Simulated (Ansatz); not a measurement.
**CH3BFO with multiplicity 2: rotation by 180° about the O2–B3 bond**

Aim: the minimum-energy path and barrier of the rotation by 180° about the O2–B3 bond. The ends are relaxed first, then joined by a nudged elastic band. SMILES of the start: [CH2]OBF.

All numbers below are computed with Ansatz 0.2.0 (UKS PBE-D4/6-31G*).

## 1. The structure to begin with

Bond lengths: C1–O2 1.324 Å, O2–B3 1.342 Å, B3–F4 1.330 Å, C1–H5 1.073 Å, C1–H6 1.076 Å, B3–H7 1.175 Å. Angles: C1–O2–B3 128.3°, O2–C1–H5 116.5°, O2–C1–H6 120.9°, H5–C1–H6 122.6°, O2–B3–F4 114.7°, O2–B3–H7 126.4°, F4–B3–H7 118.9°.

As a file:

```xyz
7

C    -0.8594    0.8878   -0.1195
O    -0.3838   -0.3300   -0.3290
B     0.7784   -0.8531    0.0901
F     0.9859   -2.1144   -0.2776
H    -1.8169    1.1089   -0.5500
H    -0.3018    1.6073    0.4547
H     1.5977   -0.3065    0.7311
```

## 2. Relaxing end A

Contents of input.yaml:

```yaml
crystal:
  periodic: [false, false, false]
  atoms:
    - { symbol: C, position_ang: [-0.85943, 0.88779, -0.11945] }
    - { symbol: O, position_ang: [-0.38382, -0.32996, -0.32899] }
    - { symbol: B, position_ang: [0.77838, -0.85307, 0.09014] }
    - { symbol: F, position_ang: [0.98586, -2.11443, -0.27756] }
    - { symbol: H, position_ang: [-1.81692, 1.10892, -0.54996] }
    - { symbol: H, position_ang: [-0.3018, 1.60728, 0.45471] }
    - { symbol: H, position_ang: [1.59772, -0.30653, 0.73111] }
magnetization:
  spin_polarized: true
  initial_magnetization: 1
basis:
  gaussian: { orbitals: "6-31G*" }
hamiltonian:
  xc: pbe
  dispersion: d4
relax:
  f_tol: 0.015
  max_steps: 40
```

Launch:

```console
> ansatz run input.yaml --threads 1 --pin off --max-ram 2048MiB --backend cpu --events-out ev --progress --plain --runs-dir out
```

Standard output (excerpt; [...] marks lines left out):

```text
Warning: RAYON_NUM_THREADS=1 ignored (pool sized by the plan → 1); use --threads N
[...]
Functional definition: PBE
[...]
703 factors; their error is unknown
[...]
mean field -6519.17175715 eV, -239.5751432220 hartree, gradient 7.3e-5 eV, S^2 0.753079; 0 other end points of the search recorded, 0 dependent functions left out
[...]
reference -6519.17177733 eV, -239.5751439634 hartree; 16, 15 occupied and 50, 51 virtual orbitals, 703 factors
relax step   1: F+E_penalty+E_count = -6519.25549695 eV  Δ(F+E_penalty+E_count) = +0.000e0 eV  max|allowed force component| = 9.681e-1 eV/Å  Δτ_max = 0.0000 Å  (27 SCF iters, accepted)
[...]
relax step   7: F+E_penalty+E_count = -6519.34175778 eV  Δ(F+E_penalty+E_count) = -1.691e-3 eV  max|allowed force component| = 5.923e-2 eV/Å  Δτ_max = 0.0595 Å  (30 SCF iters, accepted)
[...]
relax step   8: F+E_penalty+E_count = -6519.34191785 eV  Δ(F+E_penalty+E_count) = -1.601e-4 eV  max|allowed force component| = 6.801e-3 eV/Å  Δτ_max = 0.0067 Å  (32 SCF iters, accepted)
703 factors; their error is unknown
mean field -6519.25801650 eV, -239.5783131947 hartree, gradient 2.0e-5 eV, S^2 0.753110; 1 other end points of the search recorded, 0 dependent functions left out
[...]
reference -6519.25803669 eV, -239.5783139365 hartree; 16, 15 occupied and 50, 51 virtual orbitals, 703 factors
Total energy: -6519.34193803 eV, -239.5813972540 hartree
Atom 0 at    -0.881813     0.872387    -0.067001 Å, force     0.001413    -0.002723     0.000658 eV/Å
Atom 1 at    -0.445328    -0.386105    -0.359142 Å, force     0.001584    -0.005315    -0.002073 eV/Å
Atom 2 at     0.760632    -0.873801     0.071350 Å, force     0.004253    -0.003358     0.001175 eV/Å
Atom 3 at     1.051239    -2.133059    -0.258925 Å, force    -0.000245     0.000122    -0.000220 eV/Å
Atom 4 at    -1.797480     1.174715    -0.572099 Å, force     0.001191     0.004457     0.002937 eV/Å
Atom 5 at    -0.222256     1.558869     0.469056 Å, force    -0.004362     0.006801    -0.001311 eV/Å
Atom 6 at     1.534996    -0.213005     0.716761 Å, force    -0.003834     0.000016    -0.001166 eV/Å
Dipole moment:    -0.054606     0.327010     0.060656 e Å
```

Wall time 25 s (1 thread of Arm Neoverse V1, shared host); peak memory 0.16 GiB.

Step by step:

| step | energy from step 1 (eV) | largest force component (eV/Å) |
| --- | --- | --- |
| 1 | 0.0000 | 0.9681 |
| 2 | -0.0628 | 0.5410 |
| 3 | -0.0799 | 0.1449 |
| 4 | -0.0804 | 0.2158 |
| 5x | -0.0761 | 0.4076 |
| 6 | -0.0846 | 0.0603 |
| 7 | -0.0863 | 0.0592 |
| 8 | -0.0864 | 0.0068 |

Step 1 is the start. 1 step was tried and not accepted (marked x).

After: Bond lengths: C1–O2 1.364 Å, O2–B3 1.370 Å, B3–F4 1.334 Å, C1–H5 1.089 Å, C1–H6 1.093 Å, B3–H7 1.205 Å. Angles: C1–O2–B3 122.9°, O2–C1–H5 115.2°, O2–C1–H6 119.5°, H5–C1–H6 124.1°, O2–B3–F4 116.7°, O2–B3–H7 122.6°, F4–B3–H7 120.7°.

## 3. End point B

The second end starts from a geometry with the move made by hand.

Edit input.yaml of step 2 so:

```diff
@@ -6,6 +6,6 @@
     - { symbol: B, position_ang: [0.77838, -0.85307, 0.09014] }
-    - { symbol: F, position_ang: [0.98586, -2.11443, -0.27756] }
+    - { symbol: F, position_ang: [1.53532, -0.0258, 0.80564] }
     - { symbol: H, position_ang: [-1.81692, 1.10892, -0.54996] }
     - { symbol: H, position_ang: [-0.3018, 1.60728, 0.45471] }
-    - { symbol: H, position_ang: [1.59772, -0.30653, 0.73111] }
+    - { symbol: H, position_ang: [1.1664, -1.94305, -0.11541] }
 magnetization:
```

Launch:

```console
> ansatz run input.yaml --threads 1 --pin off --max-ram 2048MiB --backend cpu --events-out ev --progress --plain --runs-dir out
```

Standard output (excerpt; [...] marks lines left out):

```text
Warning: RAYON_NUM_THREADS=1 ignored (pool sized by the plan → 1); use --threads N
[...]
[... 1 set-up line as earlier in the session ...]
[...]
703 factors; their error is unknown
[...]
mean field -6519.14209567 eV, -239.5740531827 hartree, gradient 1.4e-5 eV, S^2 0.753303; 0 other end points of the search recorded, 0 dependent functions left out
[...]
reference -6519.14211610 eV, -239.5740539335 hartree; 16, 15 occupied and 50, 51 virtual orbitals, 703 factors
relax step   1: F+E_penalty+E_count = -6519.22863874 eV  Δ(F+E_penalty+E_count) = +0.000e0 eV  max|allowed force component| = 1.544e0 eV/Å  Δτ_max = 0.0000 Å  (28 SCF iters, accepted)
[...]
relax step   6: F+E_penalty+E_count = -6519.36511677 eV  Δ(F+E_penalty+E_count) = -3.640e-4 eV  max|allowed force component| = 2.447e-2 eV/Å  Δτ_max = 0.0104 Å  (31 SCF iters, accepted)
[...]
mean field -6519.27900139 eV, -239.5790843750 hartree, gradient 2.2e-5 eV, S^2 0.753418; 1 other end points of the search recorded, 0 dependent functions left out
[...]
reference -6519.27902195 eV, -239.5790851307 hartree; 16, 15 occupied and 50, 51 virtual orbitals, 703 factors
Total energy: -6519.36519485 eV, -239.5822519262 hartree
Atom 0 at    -0.875551     0.893701    -0.125532 Å, force     0.001147    -0.003523     0.000249 eV/Å
Atom 1 at    -0.401430    -0.364632    -0.351452 Å, force    -0.001683     0.000889    -0.000909 eV/Å
Atom 2 at     0.803906    -0.821314     0.117091 Å, force    -0.009573    -0.004715    -0.011858 eV/Å
Atom 3 at     1.596397    -0.021092     0.845455 Å, force     0.008189     0.006716     0.007825 eV/Å
Atom 4 at    -1.848311     1.109518    -0.562570 Å, force    -0.001890     0.001456    -0.000477 eV/Å
Atom 5 at    -0.284611     1.602661     0.455318 Å, force     0.001057     0.001749     0.001708 eV/Å
Atom 6 at     1.127731    -1.946731    -0.141630 Å, force     0.002752    -0.002573     0.003462 eV/Å
Dipole moment:    -0.127763     0.156172    -0.009430 e Å
```

Run time: 22 s. Hardware: 1 thread of Arm Neoverse V1, shared host; peak memory 0.16 GiB.

The steps of the relaxation:

| step | energy from step 1 (eV) | largest force component (eV/Å) |
| --- | --- | --- |
| 1 | 0.0000 | 1.5437 |
| 2 | -0.1021 | 0.8847 |
| 3 | -0.1346 | 0.1526 |
| 4x | -0.1340 | 0.1498 |
| 5 | -0.1361 | 0.0322 |
| 6 | -0.1365 | 0.0245 |
| 7 | -0.1365 | 0.0119 |

Step 1 is the start. 1 step was tried and not accepted (marked x).

After: Bond lengths: C1–O2 1.364 Å, O2–B3 1.371 Å, B3–F4 1.341 Å, C1–H5 1.088 Å, C1–H6 1.091 Å, B3–H7 1.199 Å. Angles: C1–O2–B3 123.8°, O2–C1–H5 115.3°, O2–C1–H6 120.0°, H5–C1–H6 124.7°, O2–B3–F4 120.4°, O2–B3–H7 118.4°, F4–B3–H7 121.2°.

## 4. Nudged elastic band

crystal.atoms is end A as relaxed above, and neb.final_atoms is end B, turned to lie on A. With 5 inner images the band has 7 in all. The start path is listed, through a guess of the saddle.

Contents of input.yaml:

```yaml
crystal:
  periodic: [false, false, false]
  atoms:
    - { symbol: C, position_ang: [-0.881813, 0.872387, -0.067001] }
    - { symbol: O, position_ang: [-0.445328, -0.386105, -0.359142] }
    - { symbol: B, position_ang: [0.760632, -0.873801, 0.07135] }
    - { symbol: F, position_ang: [1.051239, -2.133059, -0.258925] }
    - { symbol: H, position_ang: [-1.79748, 1.174715, -0.572099] }
    - { symbol: H, position_ang: [-0.222256, 1.558869, 0.469056] }
    - { symbol: H, position_ang: [1.534996, -0.213005, 0.716761] }
magnetization:
  spin_polarized: true
  initial_magnetization: 1
basis:
  gaussian: { orbitals: "6-31G*" }
hamiltonian:
  xc: pbe
  dispersion: d4
neb:
  order_check: false
  images: 5
  f_tol: 0.05
  max_iterations: 60
  final_atoms:
    - { symbol: C, position_ang: [-0.97453999, 0.7223061, -0.19440746] }
    - { symbol: O, position_ang: [0.34834718, 0.61049508, 0.11655929] }
    - { symbol: B, position_ang: [1.01174464, -0.58625487, 0.20939905] }
    - { symbol: F, position_ang: [0.3645292, -1.74011091, -0.01114522] }
    - { symbol: H, position_ang: [-1.3595576, 1.73933791, -0.22974804] }
    - { symbol: H, position_ang: [-1.5676574, -0.17315948, -0.38301874] }
    - { symbol: H, position_ang: [2.17712397, -0.57261283, 0.49236111] }
  initial_path:
    images:
      - { positions_ang: [[-0.881813, 0.872387, -0.067001], [-0.445328, -0.386105, -0.359142], [0.760632, -0.873801, 0.07135], [1.051239, -2.133059, -0.258925], [-1.79748, 1.174715, -0.572099], [-0.222256, 1.558869, 0.469056], [1.534996, -0.213005, 0.716761]] }
      - { positions_ang: [[-0.86845047, 0.87044613, -0.11577602], [-0.46430717, -0.37601002, -0.18423448], [0.7497219, -0.87410767, 0.14679722], [1.10334225, -1.9073581, -0.4387435], [-1.8290479, 1.14314331, -0.46744136], [-0.1784058, 1.57145545, 0.15909797], [1.48713719, -0.4275681, 0.90030017]] }
      - { positions_ang: [[-0.85508794, 0.86850525, -0.16455103], [-0.48328634, -0.36591504, -0.00932696], [0.7388118, -0.87441434, 0.22224443], [1.1554455, -1.68165719, -0.61856201], [-1.86061581, 1.11157162, -0.36278372], [-0.13455559, 1.5840419, -0.15086006], [1.43927838, -0.64213121, 1.08383934]] }
      - { positions_ang: [[-0.84172541, 0.86656438, -0.21332605], [-0.5022655, -0.35582006, 0.16558057], [0.72790169, -0.87472101, 0.29769165], [1.20754875, -1.45595629, -0.79838051], [-1.89218371, 1.07999994, -0.25812608], [-0.09070539, 1.59662835, -0.46081809], [1.39141957, -0.85669431, 1.26737851]] }
      - { positions_ang: [[-0.88599694, 0.81847828, -0.20701985], [-0.21872794, -0.03371501, 0.14924014], [0.82251601, -0.77856563, 0.26826078], [0.92654223, -1.55067449, -0.53596875], [-1.71464168, 1.29977926, -0.24866674], [-0.58302273, 1.00669907, -0.43488497], [1.65332104, -0.76200049, 1.00903938]] }
      - { positions_ang: [[-0.93026846, 0.77039219, -0.20071366], [0.06480962, 0.28839004, 0.13289972], [0.91713033, -0.68241025, 0.23882991], [0.64553572, -1.6453927, -0.27355698], [-1.53709964, 1.51955858, -0.23920739], [-1.07534007, 0.4167698, -0.40895185], [1.9152225, -0.66730666, 0.75070025]] }
      - { positions_ang: [[-0.97453999, 0.7223061, -0.19440746], [0.34834718, 0.61049508, 0.11655929], [1.01174464, -0.58625487, 0.20939905], [0.3645292, -1.74011091, -0.01114522], [-1.3595576, 1.73933791, -0.22974804], [-1.5676574, -0.17315948, -0.38301874], [2.17712397, -0.57261283, 0.49236111]] }
```

Launch:

```console
> ansatz run input.yaml --threads 1 --pin off --max-ram 2048MiB --backend cpu --events-out ev --progress --plain --runs-dir out
```

Standard output (excerpt; [...] marks lines left out):

```text
Warning: RAYON_NUM_THREADS=1 ignored (pool sized by the plan → 1); use --threads N
[...]
[... 1 set-up line as earlier in the session ...]
[...]
703 factors; their error is unknown
[...]
mean field -6519.25801761 eV, -239.5783132353 hartree, gradient 6.2e-5 eV, S^2 0.753110; 0 other end points of the search recorded, 0 dependent functions left out
[...]
reference -6519.25803778 eV, -239.5783139767 hartree; 16, 15 occupied and 50, 51 virtual orbitals, 703 factors
703 factors; their error is unknown
[...]
mean field -6519.27900585 eV, -239.5790845390 hartree, gradient 7.1e-5 eV, S^2 0.753418; 0 other end points of the search recorded, 0 dependent functions left out
[...]
reference -6519.27902679 eV, -239.5790853085 hartree; 16, 15 occupied and 50, 51 virtual orbitals, 703 factors
NEB end point (image 0): max|allowed force component| = 6.799e-3 eV/Å (the criterion of neb.relax_end_points is 1.000e-2)
[...]
NEB iter  17: max|band force component| = 3.302e-2 eV/Å  barrier→ = 0.4165 eV  barrier← = 0.4398 eV  CI = image 3  Δτ_max = 0.0000 Å  (269 SCF iters)
Total energy: -6518.92540221 eV, -239.5660898448 hartree
Atom 0 at    -0.874478     0.911455    -0.355649 Å, force     0.016501     0.013433    -0.022807 eV/Å
Atom 1 at    -0.421646    -0.281741     0.124000 Å, force    -0.014795    -0.030994     0.027510 eV/Å
Atom 2 at     0.777853    -0.911800     0.259122 Å, force     0.018413     0.021796    -0.021444 eV/Å
Atom 3 at     1.242107    -1.663473    -0.742943 Å, force    -0.001728    -0.012223    -0.004835 eV/Å
Atom 4 at    -1.947429     1.061578    -0.230584 Å, force    -0.014832    -0.000252     0.004903 eV/Å
Atom 5 at    -0.178287     1.754919    -0.342948 Å, force     0.004178     0.007289     0.005770 eV/Å
Atom 6 at     1.401869    -0.870937     1.289002 Å, force    -0.007736     0.000951     0.010903 eV/Å
Dipole moment:    -0.040433     0.226119     0.103974 e Å
this run last wrote the band of iteration 17 to <dir>
```

Run time: 3.4 min. Hardware: 1 thread of Arm Neoverse V1, shared host; peak memory 0.13 GiB.

## 5. What the band shows

The 5 inner images lie between the fixed ends 0 and 6. Energy is taken from image 0, and the path length is the program's own coordinate along the band.

| image | path (Å) | energy (eV) | dihedral C1–O2–B3–F4 (°) | band force (eV/Å) |
| --- | --- | --- | --- | --- |
| 0 | 0.000 | 0.0000 | 178 | - |
| 1 | 0.611 | 0.0365 | -171 | 0.003 |
| 2 | 1.222 | 0.1601 | -150 | 0.007 |
| 3* | 1.833 | 0.4165 | -88 | 0.033 |
| 4 | 2.541 | 0.1820 | -29 | 0.020 |
| 5 | 3.249 | 0.0332 | -9 | 0.003 |
| 6 | 3.957 | -0.0233 | 0 | - |

The star marks the climbing image.

image, energy (eV) and a bar:
```
        0      0.000 ##
        1      0.037 ####
        2      0.160 #############
        3      0.417 ##############################
        4      0.182 ##############
        5      0.033 ####
        6     -0.023
```

The top of the band by iteration:

| iteration | highest image above image 0 (eV) | largest band force (eV/Å) |
| --- | --- | --- |
| 1 | 48.4591 | 203.231 |
| 3 | 12.1935 | 53.412 |
| 5 | 2.3748 | 13.214 |
| 7 | 0.4771 | 2.598 |
| 9 | 0.3968 | 1.693 |
| 11 | 0.3835 | 0.644 |
| 13 | 0.3764 | 0.233 |
| 15 | 0.4173 | 0.128 |
| 17 | 0.4165 | 0.033 |

Positions of all images (Å):

```xyz
7
image=0 dE=0.0000
C    -0.882    0.872   -0.067
O    -0.445   -0.386   -0.359
B     0.761   -0.874    0.071
F     1.051   -2.133   -0.259
H    -1.797    1.175   -0.572
H    -0.222    1.559    0.469
H     1.535   -0.213    0.717
7
image=1 dE=0.0365
C    -0.860    0.895   -0.066
O    -0.414   -0.360   -0.372
B     0.752   -0.893    0.112
F     1.141   -2.051   -0.425
H    -1.894    1.093   -0.346
H    -0.132    1.688    0.118
H     1.407   -0.373    0.979
7
image=2 dE=0.1601
C    -0.858    0.939   -0.066
O    -0.399   -0.332   -0.243
B     0.764   -0.910    0.183
F     1.235   -1.884   -0.600
H    -1.932    1.056   -0.216
H    -0.163    1.762   -0.253
H     1.352   -0.632    1.197
7
image=3 dE=0.4165
C    -0.874    0.911   -0.356
O    -0.422   -0.282    0.124
B     0.778   -0.912    0.259
F     1.242   -1.663   -0.743
H    -1.947    1.062   -0.231
H    -0.178    1.755   -0.343
H     1.402   -0.871    1.289
7
image=4 dE=0.1820
C    -0.935    0.761   -0.368
O    -0.115    0.145    0.543
B     0.833   -0.820    0.366
F     0.765   -1.732   -0.608
H    -1.880    1.113    0.053
H    -0.419    1.363   -1.125
H     1.751   -0.829    1.139
7
image=5 dE=0.0332
C    -0.993    0.699   -0.192
O     0.277    0.546    0.297
B     0.975   -0.632    0.296
F     0.379   -1.786   -0.028
H    -1.506    1.598    0.149
H    -1.270    0.175   -1.109
H     2.138   -0.601    0.589
7
image=6 dE=-0.0233
C    -0.975    0.722   -0.194
O     0.348    0.610    0.117
B     1.012   -0.586    0.209
F     0.365   -1.740   -0.011
H    -1.360    1.739   -0.230
H    -1.568   -0.173   -0.383
H     2.177   -0.573    0.492
```

## 6. Frequencies at the highest image

The geometry is the highest inner image of the first converged band.

Contents of input.yaml:

```yaml
crystal:
  periodic: [false, false, false]
  atoms:
    - { symbol: C, position_ang: [-0.874478, 0.911455, -0.355649] }
    - { symbol: O, position_ang: [-0.421646, -0.281741, 0.124] }
    - { symbol: B, position_ang: [0.777853, -0.9118, 0.259122] }
    - { symbol: F, position_ang: [1.242107, -1.663473, -0.742943] }
    - { symbol: H, position_ang: [-1.947429, 1.061578, -0.230584] }
    - { symbol: H, position_ang: [-0.178287, 1.754919, -0.342948] }
    - { symbol: H, position_ang: [1.401869, -0.870937, 1.289002] }
magnetization:
  spin_polarized: true
  initial_magnetization: 1
basis:
  gaussian: { orbitals: "6-31G*" }
hamiltonian:
  xc: pbe
  dispersion: d4
phonons: {}
```

Launch:

```console
> ansatz run input.yaml --threads 1 --pin off --max-ram 2048MiB --backend cpu --events-out ev --progress --plain --runs-dir out
```

Standard output (excerpt; [...] marks lines left out):

```text
Warning: RAYON_NUM_THREADS=1 ignored (pool sized by the plan → 1); use --threads N
[...]
[... 1 set-up line as earlier in the session ...]
[...]
703 factors; their error is unknown
[...]
mean field -6518.84225254 eV, -239.5630341509 hartree, gradient 3.6e-5 eV, S^2 0.752436; 0 other end points of the search recorded, 0 dependent functions left out
[...]
reference -6518.84227321 eV, -239.5630349104 hartree; 16, 15 occupied and 50, 51 virtual orbitals, 703 factors
[...]
703 factors; their error is unknown
mean field -6518.84208922 eV, -239.5630281489 hartree, gradient 2.8e-6 eV, S^2 0.752436; 0 other end points of the search recorded, 0 dependent functions left out
[...]
reference -6518.84210988 eV, -239.5630289083 hartree; 16, 15 occupied and 50, 51 virtual orbitals, 703 factors
[...]
703 factors; their error is unknown
[...]
mean field -6518.84214064 eV, -239.5630300384 hartree, gradient 1.4e-6 eV, S^2 0.752436; 0 other end points of the search recorded, 0 dependent functions left out
[...]
reference -6518.84216131 eV, -239.5630307982 hartree; 16, 15 occupied and 50, 51 virtual orbitals, 703 factors
[...]
703 factors; their error is unknown
[...]
mean field -6518.84223198 eV, -239.5630333954 hartree, gradient 3.0e-6 eV, S^2 0.752436; 0 other end points of the search recorded, 0 dependent functions left out
[...]
reference -6518.84225265 eV, -239.5630341548 hartree; 16, 15 occupied and 50, 51 virtual orbitals, 703 factors
[...]
703 factors; their error is unknown
mean field -6518.84221892 eV, -239.5630329155 hartree, gradient 2.9e-6 eV, S^2 0.752435; 0 other end points of the search recorded, 0 dependent functions left out
[...]
reference -6518.84223959 eV, -239.5630336750 hartree; 16, 15 occupied and 50, 51 virtual orbitals, 703 factors
[...]
703 factors; their error is unknown
mean field -6518.84216491 eV, -239.5630309306 hartree, gradient 1.4e-6 eV, S^2 0.752436; 0 other end points of the search recorded, 0 dependent functions left out
[...]
```

## 7. The log goes on: vibrations at the highest image of the band

Output, continued (excerpt; [...] marks lines left out):

```text
reference -6518.84218558 eV, -239.5630316902 hartree; 16, 15 occupied and 50, 51 virtual orbitals, 703 factors
[...]
703 factors; their error is unknown
mean field -6518.84225164 eV, -239.5630341178 hartree, gradient 1.5e-6 eV, S^2 0.752436; 0 other end points of the search recorded, 0 dependent functions left out
[...]
reference -6518.84227231 eV, -239.5630348772 hartree; 16, 15 occupied and 50, 51 virtual orbitals, 703 factors
[...]
703 factors; their error is unknown
mean field -6518.84216059 eV, -239.5630307719 hartree, gradient 2.8e-6 eV, S^2 0.752436; 0 other end points of the search recorded, 0 dependent functions left out
[...]
reference -6518.84218126 eV, -239.5630315314 hartree; 16, 15 occupied and 50, 51 virtual orbitals, 703 factors
[...]
703 factors; their error is unknown
[...]
mean field -6518.84219038 eV, -239.5630318664 hartree, gradient 2.9e-6 eV, S^2 0.752436; 0 other end points of the search recorded, 0 dependent functions left out
[...]
WARN: phonons: modes at or below zero, which the zero-point energy, F, S and C_V leave out: 1, the lowest at -265.05 cm⁻¹. A minimum has none, and a first-order saddle one
Total energy: -6518.92539075 eV, -239.5660894236 hartree
Atom 0 at    -0.874478     0.911455    -0.355649 Å, force     0.016374     0.013492    -0.022758 eV/Å
Atom 1 at    -0.421646    -0.281741     0.124000 Å, force    -0.014646    -0.031074     0.027399 eV/Å
Atom 2 at     0.777853    -0.911800     0.259122 Å, force     0.018431     0.021848    -0.021549 eV/Å
Atom 3 at     1.242107    -1.663473    -0.742943 Å, force    -0.001812    -0.012187    -0.004705 eV/Å
Atom 4 at    -1.947429     1.061578    -0.230584 Å, force    -0.014817    -0.000249     0.004907 eV/Å
Atom 5 at    -0.178287     1.754919    -0.342948 Å, force     0.004187     0.007277     0.005752 eV/Å
Atom 6 at     1.401869    -0.870937     1.289002 Å, force    -0.007717     0.000893     0.010953 eV/Å
Dipole moment:    -0.040432     0.226120     0.103973 e Å
Vibrations: -265.05 140.63 187.19 485.79 566.01 888.22 963.31 1093.27 1154.63 1284.82 1447.27 1479.72 2620.77 3086.73 3224.84 cm⁻¹, zero-point energy 1.154491 eV
```

It took 55 s on 1 thread of Arm Neoverse V1, shared host; peak memory 0.11 GiB.

Of 15 modes, 1 is imaginary by more than 30 cm⁻¹ (265i cm⁻¹).

## 8. Results

```
                    quantity                    value
                       end A  6 moves, 0.086 eV lower
                       end B  5 moves, 0.137 eV lower
            barrier forwards                  0.42 eV
           barrier backwards                  0.44 eV
second end relative to first                -0.023 eV
               highest image    3 of 0 to 6, climbing
             band iterations                       17
  imaginary modes at the top                265i cm⁻¹
```

**Reading.** The top lies 0.42 eV above the first end, or 16 kT at room temperature; with a typical attempt rate of 10^13 per second that is roughly 10^6 events a second. Going back costs 0.44 eV, since the second end is 0.023 eV below the first. The listed dihedral goes from 178° at end A through -88° at the highest image to 0° at end B. One imaginary mode, as a first-order saddle point has. These are electronic energies, with no zero-point or thermal terms.
